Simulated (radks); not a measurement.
**Ho²⁺ in [Xe] 4f11: an all-electron calculation**

One table from this session's results is given with a row withheld; the runs are named, their logs left out.

The numbers are computed with radks (a radial shooting solver on a logarithmic mesh, Libxc functionals) version 1 (scalar-relativistic Kohn-Sham, LDA (Slater exchange, Perdew-Wang correlation), spin-unpolarised, spherical densities, point nucleus), except any that are marked as measured or tabulated.

## Starting point

```
element       : holmium (Z = 67)
charge        : +2
electrons     : 65
configuration : [Xe] 4f11
```

The outer shells:

Ho²⁺
```
[Xe] core
4f [↑↓][↑↓][↑↓][↑↓][↑ ][↑ ][↑ ]
```

Set-up of the first run:

The run's settings:

```text
Z 67
configuration [Xe] 4f11
relativity scalar-relativistic
functional lda,pw
spin unpolarised
nucleus point
c 137.035999084
```

One table of the session follows, with a row left open; its other results are not shown here.

It belongs to the step «Orbitals and density». From the orbitals of this run (lengths in bohr):

```
level      <r>  outermost maximum (interpolated)  90 % within  nodes
   1s  0.02075                            0.0131       0.0376      0
   2s  0.08814                            0.0747        0.136      1
   2p        ?                                 ?            ?      ?
   3s   0.2301                             0.211        0.337      2
   3p   0.2290                             0.208        0.343      1
   3d   0.2079                             0.169        0.324      0
   4s   0.5191                             0.484        0.746      3
   4p   0.5505                             0.506        0.801      2
   4d   0.5969                             0.523        0.898      1
   5s    1.275                              1.13         1.84      4
   5p    1.510                              1.30         2.22      3
   4f   0.8415                             0.523         1.48      0
```

Q: Estimate the row for 2p from the others.

The run gave: <r>: 0.07809; outermost maximum (interpolated): 0.0606; 90 % within: 0.127; nodes: 0. In the column «<r>» it lies between 1s (0.02075) and 2s (0.08814).

Limits of these values: Spin polarisation and multiplet splitting are left out.
